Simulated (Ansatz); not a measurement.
# Cu: a tetragonal deformation path

One table from this session's results is given with a row withheld; the runs are named, their logs left out.

Computed with Ansatz 0.2.0 (DFT PBEsol, scalar-relativistic, plane waves, PAW, unless a step's input says otherwise).

### The system as given

Symmetry: Fm-3m, No. 225, cubic system. Conventional cell: a = 3.615 Å, b = 3.615 Å, c = 3.615 Å, α = 90.00°, β = 90.00°, γ = 90.00°. Cu (site symmetry m-3m) has 12 Cu at 2.56 Å in its first shell of neighbours.

Coordinates:

```cif
data_structure
_symmetry_space_group_name_H-M 'P 1'
_symmetry_Int_Tables_number 1
_cell_length_a 2.5562
_cell_length_b 2.5562
_cell_length_c 2.5562
_cell_angle_alpha 60.000
_cell_angle_beta 60.000
_cell_angle_gamma 60.000
_cell_volume 11.81
loop_
_atom_site_label
_atom_site_type_symbol
_atom_site_fract_x
_atom_site_fract_y
_atom_site_fract_z
_atom_site_occupancy
Cu1 Cu 0.00000 0.00000 0.00000 1
```

No relaxation comes first: the listed cell is the starting point.

### Zero of energy

Reference values: F = -6588.7649 eV; pressure -6.46 GPa; largest force 0.000 eV/Å; gap on the mesh none (metal). It was computed beforehand with the settings of the runs below.

Set-up of the first run:

At fixed volume and fractional coordinates, lengths along (0.000, 0.000, 1.000) are scaled against those across it; ρ is that ratio over its starting value.

The input, input.yaml:

```yaml
crystal:
  lattice:
    - [0.0, 2.0289522891, 1.4344692684]
    - [2.0289522891, 0.0, 1.4344692684]
    - [2.0289522891, 2.0289522891, 0.0]
  atoms:
    - { symbol: Cu, position: [0.0, 0.0, 0.0] }
basis:
  ecutwfc: 420
kpoints:
  mp_grid: { grid: [24, 24, 24] }
hamiltonian:
  xc: pbesol
scf:
  occupations: { method: gaussian, width: 0.15 }
output:
  forces: true
  stress: true
  eigenvalues: true
```

Started as:

```sh
$ ansatz run input.yaml --threads 1 --pin off --max-ram 2560MiB --backend cpu --events-out ev --progress --plain --runs-dir out
```

Steps of the session up to this table: ρ = 0.707; At ρ = 1.414; At ρ = 0.850; ρ = 1.200; ρ = 0.780; ρ = 1.300; Point ρ = 0.920; At ρ = 1.100; At ρ = 0.650; ρ = 1.500; At ρ = 0.960; Point ρ = 1.050.

One of the session's tables, all rows but one given; the rest of the session is left out.

It belongs to the step «The scan collected». 

```
    ρ  ΔE (meV/atom)  pressure (GPa)
0.650           37.9            -5.7
0.707              ?               ?
0.780           33.8            -5.9
0.850           21.5            -6.0
0.920            8.0            -6.3
0.960            2.2            -6.4
1.000            0.0            -6.5
1.050            3.8            -6.4
1.100           16.2            -6.1
1.200           68.0            -4.4
1.300          160.8            -1.1
1.414          315.5             4.5
1.500          464.4            10.2
```

**Question.** Estimate the row for ρ = 0.707.

Worked estimate for «ΔE (meV/atom)». A straight line through the neighbours (0.650, 37.9) and (0.780, 33.8) gives 37.9 + (33.8 − 37.9) × (0.707 − 0.650) / (0.780 − 0.650) = 36.1; a parabola fitted to 3 rows on both sides gives 39.1.

As computed: ΔE (meV/atom): 38.2; pressure (GPa): -5.9. In «ΔE (meV/atom)» the line misses by -2.1 and the parabola by +0.9.
